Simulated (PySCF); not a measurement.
**[Tb(SH)3(NH3)]+: other functionals and bases at one geometry**

The task here is to estimate one member of a computed series from the others.

Program: PySCF 2.14.0. Level of theory: several levels, as the steps say, no spin–orbit coupling. These are calculated values, not measurements.

1 further run of the same task is left out (for a known fault of the program).

## Where the work starts

11 atoms, charge 1, spin multiplicity 1.

Bond lengths: Tb1–S2 2.451 Å, Tb1–S4 2.452 Å, Tb1–S6 2.452 Å, Tb1–N8 2.368 Å, S2–H3 1.359 Å, S4–H5 1.359 Å, S6–H7 1.358 Å, N8–H9 1.026 Å, N8–H10 1.026 Å, N8–H11 1.026 Å. Angles: S2–Tb1–S4 116.2°, S2–Tb1–S6 116.9°, S2–Tb1–N8 100.4°, S4–Tb1–S6 116.6°, S4–Tb1–N8 101.1°, S6–Tb1–N8 100.9°, Tb1–S2–H3 97.3°, Tb1–S4–H5 96.7°, Tb1–S6–H7 97.3°, Tb1–N8–H9 112.9°, Tb1–N8–H10 113.1°, Tb1–N8–H11 113.0°, H9–N8–H10 105.7°, H9–N8–H11 105.7°, H10–N8–H11 105.7°.

Coordinates:

| atom | x (Å) | y (Å) | z (Å) |
| --- | --- | --- | --- |
| Tb1 | -0.1052 | -0.1387 | 0.1905 |
| S2 | 0.9396 | 1.4825 | 1.7028 |
| H3 | 2.1705 | 1.4876 | 1.1272 |
| S4 | -2.0039 | -1.3980 | 1.0964 |
| H5 | -2.1390 | -0.6805 | 2.2428 |
| S6 | 1.3817 | -1.3430 | -1.3436 |
| H7 | 0.6071 | -2.4475 | -1.5034 |
| N8 | -1.2057 | 1.3249 | -1.3116 |
| H9 | -1.8332 | 1.9851 | -0.8392 |
| H10 | -0.5582 | 1.9017 | -1.8599 |
| H11 | -1.7871 | 0.8311 | -1.9979 |

Formal oxidation states: Tb +4. Each metal's 7 4f electrons lie in its core potential, so multiplicities, spins and levels count the valence alone. An earlier session relaxed this geometry at PBE0, Tb lcecp-2-SVP with ECP53, S def2-SVP, H def2-SVP, N def2-SVP (singlet, point group C1).

At PBE0 on the finer grid: E = -1295.331233 Eh, frontier levels not given, since the 4f levels lie in the core, Mulliken charge on Tb1 +0.80 e, largest force component 0.020 eV/Å. 

Levels to run: HF; CAM-B3LYP; PBE0, TZVP. Hardware: 2 threads of Arm Neoverse V1, shared host.

The first run:

Input file run.py (the lines that set the calculation):

```python
mol = gto.M(atom='''
Tb    -0.10516    -0.13869     0.19049
S      0.93960     1.48252     1.70280
H      2.17055     1.48757     1.12717
S     -2.00389    -1.39797     1.09644
H     -2.13898    -0.68046     2.24284
S      1.38172    -1.34299    -1.34364
H      0.60715    -2.44749    -1.50339
N     -1.20573     1.32487    -1.31164
H     -1.83322     1.98515    -0.83924
H     -0.55816     1.90173    -1.85995
H     -1.78713     0.83113    -1.99794''',
    basis={'Tb': 'lcecp-2-SVP', 'S': 'def2-SVP', 'H': 'def2-SVP', 'N': 'def2-SVP'},
    ecp={'Tb': 'lcecp-2-SVP'},
    charge=1, spin=0)
mf = scf.RHF(mol)
mf = mf.density_fit()  # fitting sets: Tb AutoAux, S def2-universal-JKFIT, H def2-universal-JKFIT, N def2-universal-JKFIT
mf.conv_tol = 1e-08; mf.max_cycle = 55
mf.kernel(dm0)  # dm0: the density of the relaxed state
```

Launch:

```bash
> OMP_NUM_THREADS=2 python run.py
```

Steps of the session up to this table: HF; CAM-B3LYP; PBE0, TZVP.

One of the session's tables, all rows but one given; the rest of the session is left out.

```
              level  charge on Tb1 (e)  dipole (D)  largest force component (eV/Å)
PBE0 (relaxed here)               0.80        5.48                            0.02
                 HF                  ?           ?                               ?
          CAM-B3LYP               0.74        5.55                            0.07
         PBE0, TZVP               1.24        5.49                            0.26
```

**Question.** Estimate the row for HF.

As computed: charge on Tb1 (e): 1.27; dipole (D): 5.83; largest force component (eV/Å): 0.61. In the column «charge on Tb1 (e)» it is the highest.

The dipole of a charged species depends on the origin, so these sizes hold for this origin alone.

The largest leftover force, 0.61 eV/Å with HF, stands at a geometry relaxed at another level. With 4f in the core, its levels are missing from HOMO and gap, and its count is fixed, so no charge can pass from the ligands into it. Total energies of different levels can't be compared.
